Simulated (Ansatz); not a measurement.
CH7BClP, SMILES [PH3+][BH2-]CCl, vertical spin-state energies

With Ansatz's Python interface.

Notebook, run cell by cell (the value of a cell's last expression is shown):

In [1]:
```python
import ansatz as az
from ase import Atoms

atoms = Atoms(['P', 'B', 'C', 'Cl', 'H', 'H', 'H', 'H', 'H', 'H', 'H'], positions=[
    (-1.4633, -0.2729, 0.1823),
    (0.3528, -0.6292, -0.2398),
    (1.2738, 0.6397, 0.1017),
    (1.0502, 1.9235, -1.1134),
    (-1.5632, 0.135, 1.5258),
    (-2.2244, -1.4412, -0.0107),
    (-1.9503, 0.7472, -0.6566),
    (0.4432, -0.9015, -1.3967),
    (0.7194, -1.5649, 0.4006),
    (1.0229, 1.0366, 1.1076),
    (2.3387, 0.3276, 0.0991),
])
molecule = az.Crystal.molecule_from_ase(atoms)
```

In [2]:
```python
setup = molecule.calculation().basis(gaussian='6-31G*').functional('hf')
found = {}
for unpaired in [0, 2]:
    data = setup.spin('collinear', total=unpaired).run(threads=1, backend='cpu').report
    s = unpaired / 2
    found[unpaired] = data['free_energy_ev']
    print(f'2S+1 = {unpaired + 1}: E = {found[unpaired]:.5f} eV, <S^2> = {abs(data["mean_field"]["state"]["spin_squared"]):.3f} (pure state {s * (s + 1):.2f})')
lowest = min(found, key=found.get)
for unpaired, e in found.items():
    print(f'multiplicity {unpaired + 1}: {23.060548 * (e - found[lowest]):.1f} kcal/mol above the lowest')
```
```text
2S+1 = 1: E = -23586.36303 eV, <S^2> = 0.000 (pure state 0.00)
2S+1 = 3: E = -23579.46027 eV, <S^2> = 2.017 (pure state 2.00)
multiplicity 1: 0.0 kcal/mol above the lowest
multiplicity 3: 159.2 kcal/mol above the lowest
```

In order: multiplicity 1 (+0.00 eV) and multiplicity 3 (+6.90 eV), all at the one geometry.

Notes:
- Total energies depend on the basis set; only differences at equal settings carry meaning.
- The geometry is a force-field or estimated start, not a minimum of this method, and the basis set is short of its limit. All parts are taken at fixed geometry, without zero-point energy.
- Hartree-Fock leaves correlation out, so it favours high-spin states too much.
- Wall time of the script: 16 s on 1 thread of Arm Neoverse V1, on a shared host, peak memory 0.3 GiB.
